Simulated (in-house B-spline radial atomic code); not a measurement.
# Eu³³⁺: RPA and G0W0 on different mean-field starts

G0W0 and RPA are one-shot methods. How much does the choice of start matter for Eu³³⁺?

The numbers are computed with an in-house B-spline radial atomic code, version 1 (RPA, second order, AC-SOSEX and G0W0 (contour deformation) on a non-relativistic mean field, all electrons; no spin-orbit coupling, Breit or QED terms), except any that are marked as measured or tabulated.

**1. Starting point**

* element: europium (Z = 63)
* charge: +33
* electrons: 30
* configuration: [Ar] 3d10 4s2
* next ion, run as well: [Ar] 3d10 4s1
* Hamiltonian: non-relativistic, point nucleus
* starts: Hartree-Fock, PBE, LC-ωPBE, ωB97X, B3LYP

The outer shells:

Eu33+
```
[Ar] core
3d [↑↓][↑↓][↑↓][↑↓][↑↓]
4s [↑↓]
```

**2. Hartree-Fock start**

Settings, as recorded:

```ini
Z = 63
electrons = 30.0
configuration = [Ar] 3d10 4s2
hamiltonian = nr
method = hf
lmax = 9
spin_polarised = False
box_radius = 2.84
intervals = 47
```

Run with:

```
python run_gw.py task.json out
```

One command runs all members of the session, one after another, from task.json.

Further steps of the session: PBE start; LC-ωPBE start; ωB97X start; B3LYP start.

**Question.** What will these runs give? Wanted: highest level, mean field; highest level, G0W0; RPA correlation energy; RPA+SOSEX.

The runs gave:

```
                                          quantity                                                              value
   highest level, mean field (range over the runs)                                            -1347.31 to -1332.92 eV
         highest level, G0W0 (range over the runs)                                            -1352.32 to -1351.53 eV
                            RPA correlation energy                                           -2.457 to -2.337 hartree
                                         RPA+SOSEX                                         -1.7216 to -1.6444 hartree
tabulated theoretical ionisation energy (4s shell)  1406.0 ± 5 eV (NIST Atomic Spectra Database, ionization energies)
               G0W0 removal energy less that value                                                  -54.5 to -53.7 eV
```

**Reading.** Across the starts the mean-field level varies by 14.4 eV and the G0W0 level by 0.80 eV (5.5 % as much). Without exact exchange the level is bound too weakly, and G0W0 lowers it by 19 eV. RPA gives the most correlation on PBE and the least on Hartree-Fock (4.9 % apart); over the runs it loosely follows the gap of the start, as smaller excitation energies give more correlation. The tabulated theoretical ionisation energy is 1406.0 ± 5 eV. G0W0 is off by about -53.9 eV (-3.8 %) in every run shown, whatever the start. Relativity, left out here, binds an s electron more tightly: it works in the direction of closing this gap. Read as a removal energy, the bare PBE level is off by -73.1 eV (-5.2 %) and the nearest bare level, Hartree-Fock's, by -58.7 eV. As differences of total energies the mean miss over the starts is 55 eV for mean field, 55 eV for RPA, 56 eV for RPA+SOSEX. The reference's uncertainty exceeds the spread between them. For so heavy an element the non-relativistic levels are a model, not the real atom's.
